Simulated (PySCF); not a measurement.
# The bond of HgBi, level by level

One table from this session's results is given with a row withheld; the runs are named, their logs left out.

The runs use PySCF 2.14.0; Hg cc-pVDZ-PP with ECP60, Bi cc-pVDZ-PP with ECP60, scalar-relativistic core potentials.

1 further run of the same task is left out (it didn't finish).

The first run:

Settings of the job:

```yaml
atoms: Hg, Bi
charge: 0
basis: Hg cc-pVDZ-PP with ECP60, Bi cc-pVDZ-PP with ECP60
Hamiltonian: scalar-relativistic core potentials
basis_functions: 61
electrons_treated: 43
masses_in_u: 201.9706, 208.9804
levels: PBE0, PBE, r²SCAN, TPSSh, MN15, M06, HSE06, HF, MP2, SCS-MP2
grid: 80 radial by 434 angular points
occupations: held fixed by the projection of orbital angular momentum
dissociation_limit: Hg + Bi, each in its ground configuration
starting_distance_in_angstrom: 2.835
values_of_2S_to_try: 1, 3
```

Command:

```
$ OMP_NUM_THREADS=1 python dia.py task.json out
```

Steps of the session up to this table: The job; The PBE0 curve of the state that the search chose; Other states along the same grid; PBE; r²SCAN; TPSSh; MN15 (hybrid meta-GGA); M06; HSE06 (range-separated hybrid); UHF (mean field).

One of the session's tables, all rows but one given; the rest of the session is left out.

It belongs to the step «Constants by level of theory». 

| level | Re (Å) | ωe (cm⁻¹) | De (eV) | μ (D) |
| --- | --- | --- | --- | --- |
| PBE | 3.324 | 40.7 | 0.125 | 0.42 |
| r²SCAN | 3.295 | 39.5 | 0.140 | 0.39 |
| TPSSh | 3.343 | 36.6 | 0.090 | 0.28 |
| PBE0 | 3.381 | 33.3 | 0.084 | 0.29 |
| M06 | 3.282 | 52.5 | 0.215 | 0.50 |
| HSE06 | ? | ? | ? | ? |
| MN15 | 3.307 | 44.6 | 0.195 | 0.53 |

Q: Estimate the row for HSE06 from the others.

**Answer.** Re (Å): 3.338; ωe (cm⁻¹): 37.6; De (eV): 0.105; μ (D): 0.32. In the column «Re (Å)» it lies between PBE (3.324) and TPSSh (3.343).

De is counted to Hg + Bi in their ground configurations. No constants: UHF (no minimum is bracketed among the points kept); UHF-MP2 (no minimum is bracketed among the points kept); UHF-SCS-MP2 (no minimum is bracketed among the points kept).

To keep in mind: The bond is weak, and basis-set superposition, which was not computed, may be a sizeable part of it.
